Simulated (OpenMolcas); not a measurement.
**W⁴⁺ among point charges: CASSCF and CASPT2 levels and susceptibility**

How does a field of 4 point charges split the states of W⁴⁺, and what χT follows?

The numbers are computed with OpenMolcas 26.06 (state-averaged CASSCF and CASPT2, spin-orbit coupling by RASSI with atomic mean-field integrals), except any that are marked as measured or tabulated.

### Step 1. The atom as given

```
Species                           : W⁴⁺ (tungsten, Z = 74, 70 electrons)
Basis                             : ANO-RCC-VDZP [7s6p4d2f1g], 68 functions
Scalar Hamiltonian                : DKH2, point nucleus
Inactive shells                   : 1s 2s 2p 3s 3p 3d 4s 4p 4d 4f 5s 5p
Active space                      : 2 electrons in 5 orbitals (5d)
Some configurations of this space : 5d2
Orbitals                          : optimised for each spin and parity, averaged over all roots
```

Outer shells as boxes (Hund's rule):

5d2
```
5d [↑ ][↑ ][  ][  ][  ]
```

The ion sits among 4 point charges of -2 e arranged as a square (D4h), 2.05 Å from the ion.

Each step is its own input file, run in one work folder so that later steps find the files of earlier ones. Labels, J, g values, rates, χT and fits are worked out afterwards by a script from the matrices that RASSI stores. The input lists half of the charges; inversion (Group=XYZ) makes the rest.

### Step 2. GATEWAY and SEWARD: basis and integrals

The input, a.inp:

```
&GATEWAY
Coord
1

W 0.0 0.0 0.0
Basis=ANO-RCC-VDZP
Group=XYZ
NoMove
AngMom=0.0 0.0 0.0
AMFI
XField
2 Angstrom 0
2.050000 0.000000 0.000000 -2.000000
0.000000 2.050000 0.000000 -2.000000
&SEWARD
```

On the command line:

```sh
$ OMP_NUM_THREADS=1 MOLCAS_MEM=1689 MOLCAS_PROJECT=a pymolcas a.inp > a.log
```

The log of the run:

```text
Basis set label: W.ANO-RCC...7S6P4D2F1G.

      Electronic valence basis set:
      ------------------
      Associated Effective Charge  74.000000 au
      Associated Actual Charge     74.000000 au
      Nuclear Model: Point charge

      Shell  nPrim  nBasis  Cartesian Spherical Contaminant
         s      24       7        X
         p      21       6        X
         d      15       4                 X
         f      11       2                 X
         g       4       1                 X
                  Relativistic Douglas-Kroll-Hess integrals:
                    - DKH order of Hamiltonian: 2
                    - DKH order of Properties : 0
                  Atomic mean-field integrals
```

### Step 3. CASSCF: triplets of even parity, 10 roots

The input, a.inp:

```
&RASSCF
FileOrb=start.orb
Symmetry=1
Spin=3
nActEl=2 0 0
Inactive=15 19
Ras2=5 0
CIRoot=10 10 1
SDav=10
CIMx=300
Iter=120 100
PrWF=0.3
OrbListing=Nothing
MaxOrb=0
>>> COPY $Project.JobIph JOB001
```

start.orb holds the contracted functions of the basis, ordered by shell, or the orbitals of the step before.

The log of the run, shortened:

```text
[...]
      Number of active orbitals                  5
[...]
      Spin quantum number                      1.0
[...]
      Active orbitals                            5   0
[...]
      Number of CSFs                            10
      Number of root(s) required                10
[...]
      Convergence after 11 iterations
[...]
      Natural orbitals and occupation numbers for root  1
      sym 1:   0.019900   0.019900   0.980100   0.980100   0.000000
      Natural orbitals and occupation numbers for root  2
      sym 1:   0.019900   0.980100   0.980100   0.019900  -0.000000
      Natural orbitals and occupation numbers for root  3
      sym 1:   0.007559   0.992441  -0.000000   0.992441   0.007559
::    RASSCF root number  1 Total energy: -16132.68277528
::    RASSCF root number  2 Total energy: -16132.68277528
::    RASSCF root number  3 Total energy: -16132.65103704
[...]
::    RASSCF root number  7 Total energy: -16132.57461232
::    RASSCF root number  8 Total energy: -16132.51146102
::    RASSCF root number  9 Total energy: -16132.51146102
::    RASSCF root number 10 Total energy: -16132.40466485
```

### Step 4. Reference wave functions, singlets of even parity, 15 roots

The input, a.inp:

```
&RASSCF
FileOrb=start.orb
Symmetry=1
Spin=1
nActEl=2 0 0
Inactive=15 19
Ras2=5 0
CIRoot=15 15 1
SDav=15
CIMx=300
Iter=120 100
PrWF=0.3
OrbListing=Nothing
MaxOrb=0
>>> COPY $Project.JobIph JOB002
```

On the command line:

```sh
$ OMP_NUM_THREADS=1 MOLCAS_MEM=1689 MOLCAS_PROJECT=a pymolcas a.inp > a.log
```

The log of the run, shortened:

```text
[...]
      Number of active orbitals                  5
[...]
      Spin quantum number                      0.0
[...]
      Active orbitals                            5   0
[...]
      Number of CSFs                            15
      Number of root(s) required                15
[...]
      Convergence after  8 iterations
[...]
      Natural orbitals and occupation numbers for root  1
      sym 1:   0.055707   1.885249   0.002186   0.055707   0.001152
      Natural orbitals and occupation numbers for root  2
      sym 1:  -0.000000   0.999439   0.000561   0.999439   0.000561
      Natural orbitals and occupation numbers for root  3
      sym 1:   0.999439   0.000561   0.999439   0.000561  -0.000000
::    RASSCF root number  1 Total energy: -16132.66750644
::    RASSCF root number  2 Total energy: -16132.63635552
::    RASSCF root number  3 Total energy: -16132.63635552
[...]
::    RASSCF root number 12 Total energy: -16132.46338439
::    RASSCF root number 13 Total energy: -16132.41785558
::    RASSCF root number 14 Total energy: -16132.37704987
::    RASSCF root number 15 Total energy: -16132.28932714
```

### Step 5. RASSI: spin-orbit coupling between the states

The input, a.inp:

```
&RASSI
NrOfJobIphs=2 10 15
1 2 3 4 5 6 7 8 9 10
1 2 3 4 5 6 7 8 9 10 11 12 13 14 15
IphNames
JOB001
JOB002
EJob
SpinOrbit
DIPRint=1.0
SOCoupling=1000.0
Subsets=2
Property=9
'ANGMOM' 1 'ANGMOM' 2 'ANGMOM' 3 'MLTPL  1' 1 'MLTPL  1' 2 'MLTPL  1' 3
'AMFI' 1 'AMFI' 2 'AMFI' 3
SOProperty=3
'ANGMOM' 1 'ANGMOM' 2 'ANGMOM' 3
```

The log of the run, shortened:

```text
SPIN-FREE ENERGIES:
  (Shifted by EMIN (a.u.) =     -16132.6827752751)
 SF State       Relative EMIN(au)   Rel lowest level(eV)    D:o, cm**(-1)      L_eff
     1             0.0000000000        0.0000000000              0.0000         2.2
     2             0.0000000000        0.0000000000              0.0000         2.2
    11             0.0152688343        0.4154861475           3351.1218         3.2
     3             0.0317382323        0.8636412980           6965.7368         2.7
    12             0.0464197519        1.2631457986          10187.9579         3.5
    13             0.0464197519        1.2631457986          10187.9579         3.5
     4             0.0509863153        1.3874083196          11190.2028         2.9
    14             0.0648235714        1.7639392398          14227.1294         2.0
    15             0.0765637327        2.0834053034          16803.7970         2.6
    16             0.1028843533        2.7996258769          22580.5055         3.8
[...]
Eigenvalues of complex Hamiltonian:
   -----------------------------------
  (Shifted by EMIN (a.u.) =     -16132.6827752751)
 SO State       Relative EMIN(au)   Rel lowest level(eV)    D:o, cm**(-1)     J-value
     1            -0.0247284395        0.0000000000              0.0000         1.8
     2            -0.0080480643        0.4538961329           3660.9192         1.8
     3            -0.0080480643        0.4538961327           3660.9192         1.8
     4            -0.0075347460        0.4678642358           3773.5796         2.2
     5            -0.0021386241        0.6147001935           4957.8914         1.8
     6             0.0000388690        0.6739527976           5435.7959         1.9
     7             0.0168106616        1.1303365258           9116.7789         3.1
     8             0.0258948091        1.3775287706          11110.5188         3.1
     9             0.0258948091        1.3775287701          11110.5188         3.1
    10             0.0404516368        1.7736402313          14305.3732         2.6
    11             0.0404516368        1.7736402312          14305.3732         2.6
[...]
```

These steps took 6 s in all on 1 thread of Arm Neoverse V1, shared host.

States without spin-orbit coupling:

| state | degeneracy | E (cm-1) | free-ion L (%) |
| --- | --- | --- | --- |
| 3E | 2 | 0 | F (56) |
| 1A1 | 1 | 3351 | G (68) |
| 3A2 | 1 | 6966 | F (84) |
| 1E | 2 | 10188 | G (86) |
| 3B2 | 1 | 11190 | F (100) |
| 1B2 | 1 | 14227 | D (98) |
| 1B1 | 1 | 16804 | D (69) |
| 1B2 | 1 | 22581 | G (98) |
| 3B1 | 1 | 23567 | F (100) |
| 3E | 2 | 23739 | F (81) |
| 1A1 | 1 | 26869 | D (42) |
| 1B1 | 1 | 32825 | G (69) |
| 1E | 2 | 34215 | D (57) |
| 3E | 2 | 37599 | F (63) |
| 1E | 2 | 48151 | G (71) |
| 1A1 | 1 | 58143 | G (66) |
| 3A2 | 1 | 61038 | P (84) |
| 1A2 | 1 | 67099 | G (100) |
| 1A1 | 1 | 86352 | S (40) |

With spin-orbit coupling:

```tsv
E (cm-1)	Degeneracy	Label	2S+1	g
0.0	1	A1	3	
3661	2	E	3	0.00 0.00 2.07
3774	1	A2	3	
4958	1	B1	3	
5436	1	B2	3	
9117	1	A1	1	
11111	2	E	3	0.00 0.00 2.91
14305	2	E	3	0.00 0.00 0.18
14565	1	A1	3	
16064	1	B1	3	
17273	1	B2	1	
18529	2	E	1	0.00 0.00 0.60
21439	1	B1	1	
26007	1	B2	1	
27741	1	B1	3	
28325	1	B2	3	
28449	2	E	3	0.00 0.00 4.13
29323	1	A1	3	
30274	2	E	3	0.00 0.00 4.62
31053	1	B2	3	
31151	1	A2	3	
34017	1	A1	1	
37451	2	E	1	0.00 0.00 1.03
37493	1	B1	1
```

Principal g values are given for doublets only; a zero marks a field direction without first-order Zeeman splitting.

Powder χT (cm³ K/mol): 0.00 at 2 K, 0.00 at 5 K, 0.00 at 10 K, 0.00 at 20 K, 0.01 at 50 K, 0.01 at 100 K, 0.02 at 150 K, 0.02 at 200 K, 0.03 at 250 K, 0.03 at 300 K.

Orbitals of the lowest block (energies include the constant potential of the surroundings):

| shell | space | energy (hartree) | mean occupation | ⟨r²⟩ (bohr²) |
| --- | --- | --- | --- | --- |
| 1s | inactive | -2563.1631 | 2.000 | 0.000431 |
| 2s | inactive | -447.5123 | 2.000 | 0.00704 |
| 2p | inactive | -392.8515 | 6.000 | 0.00582 |
| 3s | inactive | -105.0175 | 2.000 | 0.0460 |
| 3p | inactive | -88.4289 | 6.000 | 0.0466 |
| 3d | inactive | -68.5542 | 10.000 | 0.0390 |
| 4s | inactive | -22.5128 | 2.000 | 0.229 |
| 4p | inactive | -16.9430 | 6.000 | 0.259 |
| 4d | inactive | -9.5921 | 10.000 | 0.304 |
| 4f | inactive | -1.4094 | 14.000 | 0.501 |
| 5s | inactive | -2.9878 | 2.000 | 1.30 |
| 5p | inactive | -1.4608 | 6.000 | 1.57 |
| 5d | RAS2 |  | 2.000 | 3.65 |

### Step 6. CASPT2: IPEA 0.25, imaginary shift 0.1 (closed shells correlated: 4f 5s 5p)

The input, a.inp:

```
>>> COPY JOB001 $Project.JobIph
&CASPT2
Multistate=10 1 2 3 4 5 6 7 8 9 10
NoMult
Frozen=14 9
IPEA=0.25
Imaginary=0.1
MaxIter=60
WThr=0.0 0.3 0.05
PrWF=0.5
NoMix
>>> COPY JOB002 $Project.JobIph
&CASPT2
Multistate=15 1 2 3 4 5 6 7 8 9 10 11 12 13 14 15
NoMult
Frozen=14 9
IPEA=0.25
Imaginary=0.1
MaxIter=60
WThr=0.0 0.3 0.05
PrWF=0.5
NoMix
```

On the command line:

```sh
$ OMP_NUM_THREADS=1 MOLCAS_MEM=1689 MOLCAS_PROJECT=a pymolcas a.inp > a.log
```

The log of the run, shortened:

```text
[...]
      Active orbitals                            5   0
[...]
      E2 (Variational):          -0.7532425074
      Total energy:          -16133.4360177825
[...]
::    CASPT2 Root  1     Total energy: -16133.43601778
::    CASPT2 Root  2     Total energy: -16133.43601778
[...]
::    CASPT2 Root 12     Total energy: -16133.21919445
::    CASPT2 Root 13     Total energy: -16133.17368738
::    CASPT2 Root 14     Total energy: -16133.13212564
::    CASPT2 Root 15     Total energy: -16133.04796526
```

This run: 4.3 s of run time, 1 thread of Arm Neoverse V1, shared host.

SS-CASPT2: lowest energy less the reference's lowest, -0.7532 hartree; reference weights 0.922 to 0.928.

Spin-free states, with their symmetry labels:

| state | degeneracy | E (cm-1) | free-ion L (%) |
| --- | --- | --- | --- |
| 3E | 2 | 0 | F (56) |
| 1A1 | 1 | 2544 | G (68) |
| 3A2 | 1 | 7756 | F (84) |
| 1E | 2 | 9458 | G (86) |
| 3B2 | 1 | 11649 | F (100) |
| 1B2 | 1 | 13395 | D (98) |
| 1B1 | 1 | 16599 | D (69) |
| 1B2 | 1 | 21906 | G (98) |
| 3B1 | 1 | 24099 | F (100) |
| 3E | 2 | 24182 | F (81) |
| 1A1 | 1 | 25452 | D (42) |
| 1B1 | 1 | 32250 | G (69) |
| 1E | 2 | 33486 | D (57) |
| 3E | 2 | 37724 | F (63) |
| 1E | 2 | 47587 | G (71) |
| 1A1 | 1 | 57575 | G (66) |
| 3A2 | 1 | 60336 | P (84) |
| 1A2 | 1 | 66697 | G (100) |
| 1A1 | 1 | 85168 | S (40) |

With spin-orbit coupling:

| E (cm-1) | Degeneracy | Label | 2S+1 | g |
| --- | --- | --- | --- | --- |
| 0 | 1 | A1 | 3 |  |
| 3840 | 2 | E | 3 | 0.00 0.00 2.05 |
| 3860 | 1 | A2 | 3 |  |
| 5070 | 1 | B1 | 3 |  |
| 5450 | 1 | B2 | 3 |  |
| 8800 | 1 | A1 | 1 |  |
| 11290 | 2 | E | 3 | 0.00 0.00 2.63 |
| 14820 | 2 | E | 3 | 0.00 0.00 0.71 |
| 15050 | 1 | A1 | 3 |  |
| 16530 | 1 | B1 | 3 |  |
| 16970 | 1 | B2 | 1 |  |
| 18490 | 2 | E | 3 | 0.00 0.00 0.39 |
| 21480 | 1 | B1 | 1 |  |
| 25750 | 1 | B2 | 1 |  |
| 28120 | 1 | B1 | 3 |  |
| 28490 | 1 | B2 | 3 |  |
| 28990 | 2 | E | 3 | 0.00 0.00 4.10 |
| 29090 | 1 | A1 | 3 |  |
| 30800 | 2 | E | 3 | 0.00 0.00 4.60 |
| 31300 | 1 | B2 | 3 |  |
| 31650 | 1 | A2 | 3 |  |
| 33490 | 1 | A1 | 3 |  |
| 37090 | 2 | E | 1 | 0.00 0.00 1.11 |
| 37140 | 1 | B1 | 1 |  |

Powder χT (cm³ K/mol): 0.00 at 2 K, 0.00 at 5 K, 0.00 at 10 K, 0.00 at 20 K, 0.01 at 50 K, 0.01 at 100 K, 0.02 at 150 K, 0.02 at 200 K, 0.03 at 250 K, 0.03 at 300 K.

### Step 7. The methods side by side

A. CASSCF
B. SS-CASPT2, IPEA 0.25, imaginary shift 0.1 (closed shells correlated: 4f 5s 5p)

| method | ground state | first state of that spin (cm-1) | first gap with spin-orbit (cm-1) | χT at 300 K |
| --- | --- | --- | --- | --- |
| A | 3E | 3A2 6966 | 3660.9 | 0.03 |
| B | 3E | 3A2 7756 | 3840.1 | 0.03 |

### Step 8. What came out

| quantity | value |
| --- | --- |
| method | SS-CASPT2, IPEA 0.25, imaginary shift 0.1 (closed shells correlated: 4f 5s 5p) |
| spin-free ground state | 3E, 2-fold in its orbital part |
| first state of the same spin within the active space | 3A2 at 7760 cm⁻¹ |
| lowest level | 1-fold A1 |
| next level | 3840.1 cm⁻¹ |
| χT at 300 K | 0.03 cm³ K/mol |
| effective moment at 300 K | 0.53 μB |

Cost by method:

| method | time of its own steps | time with the reference |
| --- | --- | --- |
| A. CASSCF | 6 s | 6 s |
| B. SS-CASPT2, IPEA 0.25, imaginary shift 0.1, +4f 5s 5p | 4.3 s | 10 s |

Times are of one thread on a shared host.

In words: The spin-free ground state (3E) comes to 56 % from free-ion F terms and keeps the highest spin of the shell. χT at 300 K is 0.03, against 1.00 cm³ K/mol for the spin alone, so spin-orbit coupling lowers it. The field of point charges can differ much from that of real complexes. Point charges carry no covalency, so the field is a model and not that of real ligands.
